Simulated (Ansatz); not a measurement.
# AlH₉N₂Si₂: a ladder of functionals and wavefunction methods

One table from this session's results is given with a row withheld; the runs are named, their logs left out.

The runs use Ansatz 0.2.0, Gaussian basis; functionals in def2-TZVPP, the program's frozen cores in correlated methods.

The runs, in order: PBE-D4, r2SCAN-D4, PBE0-D4, B3LYP-D4, ωB97X-V, ωB97M-V, B2PLYP; CCSD(T)/def2-TZVPP; MP2/def2-QZVPP; extrapolation to the limit.

### The relaxed structure

All runs share one geometry, relaxed beforehand with PBE0-D4 in a triple-zeta def2 set.

SMILES `[NH2][AlH][N]([SiH3])[SiH3]`, 14 atoms, charge 0, spin multiplicity 1.

Atoms are counted from 1 here; the program's logs count them from 0.

Bond lengths: N1–Al2 1.763 Å, N1–H6 1.006 Å, N1–H7 1.007 Å, Al2–N3 1.799 Å, Al2–H8 1.575 Å, N3–Si4 1.734 Å, N3–Si5 1.731 Å, Si4–H9 1.489 Å, Si4–H10 1.490 Å, Si4–H11 1.486 Å, Si5–H12 1.488 Å, Si5–H13 1.489 Å, Si5–H14 1.489 Å. Angles: Al2–N1–H6 126.4°, Al2–N1–H7 123.2°, H6–N1–H7 110.4°, N1–Al2–N3 119.5°, N1–Al2–H8 120.3°, N3–Al2–H8 120.2°, Al2–N3–Si4 120.7°, Al2–N3–Si5 122.2°, Si4–N3–Si5 117.1°, N3–Si4–H9 111.7°, N3–Si4–H10 110.4°, N3–Si4–H11 109.3°, H9–Si4–H10 107.5°, H9–Si4–H11 108.8°, H10–Si4–H11 109.1°, N3–Si5–H12 109.9°, N3–Si5–H13 112.1°, N3–Si5–H14 110.3° and more.

Set-up of the first run:

Input file in.yaml:

```yaml
crystal:
  periodic: [false, false, false]
  atoms:
    - {symbol: N, position_ang: [-0.923876, 1.766195, 1.787416]}
    - {symbol: Al, position_ang: [-1.306925, 0.632894, 0.492527]}
    - {symbol: N, position_ang: [0.018887, -0.292469, -0.296521]}
    - {symbol: Si, position_ang: [-0.319133, -1.391820, -1.593540]}
    - {symbol: Si, position_ang: [1.675259, -0.110698, 0.172926]}
    - {symbol: H, position_ang: [-0.013658, 1.940048, 2.180018]}
    - {symbol: H, position_ang: [-1.619549, 2.325574, 2.253581]}
    - {symbol: H, position_ang: [-2.798031, 0.434638, 0.025092]}
    - {symbol: H, position_ang: [-0.173976, -2.810494, -1.166020]}
    - {symbol: H, position_ang: [0.623587, -1.165836, -2.724895]}
    - {symbol: H, position_ang: [-1.710619, -1.176000, -2.068840]}
    - {symbol: H, position_ang: [1.751938, 0.454190, 1.547486]}
    - {symbol: H, position_ang: [2.420487, 0.796401, -0.742345]}
    - {symbol: H, position_ang: [2.362707, -1.431723, 0.162017]}
basis:
  gaussian: {orbitals: def2-TZVPP}
hamiltonian: {xc: pbe, dispersion: d4}
output: {forces: true, orbitals: {seedname: orbitals}}
```

Command:

```
> ansatz run in.yaml --threads 4 --pin off --events-out ev --progress --plain --max-ram 10444MiB
```

Steps of the session up to this table: PBE-D4 (GGA); r2SCAN-D4 (meta-GGA); PBE0-D4 (hybrid); B3LYP-D4 (hybrid); ωB97X-V (range-separated); ωB97M-V (range-separated); B2PLYP (double hybrid); CCSD(T) in def2-TZVPP; MP2 in def2-QZVPP.

One table of the session follows, with a row left open; its other results are not shown here.

```
            method  atomisation energy (kJ/mol)
            PBE-D4                       4467.0
         r2SCAN-D4                       4472.6
           PBE0-D4                       4428.1
          B3LYP-D4                       4506.1
           ωB97X-V                       4533.2
           ωB97M-V                       4513.4
            B2PLYP                       4439.4
     HF/def2-TZVPP                       3271.3
    MP2/def2-TZVPP                       4382.4
   CCSD/def2-TZVPP                            ?
CCSD(T)/def2-TZVPP                       4371.5
           MP2/CBS                       4519.5
       CCSD(T)/CBS                       4508.6
```

Q: Estimate the row for CCSD/def2-TZVPP from the others.

The run gave: atomisation energy (kJ/mol): 4320.4. In the column «atomisation energy (kJ/mol)» it lies between HF/def2-TZVPP (3271.3) and CCSD(T)/def2-TZVPP (4371.5).

To keep in mind: Free atoms (2 N, 1 Al, 2 Si, 9 H) were run apart at each level; the atomisation energy is their sum less the molecule, without zero-point or spin-orbit terms.
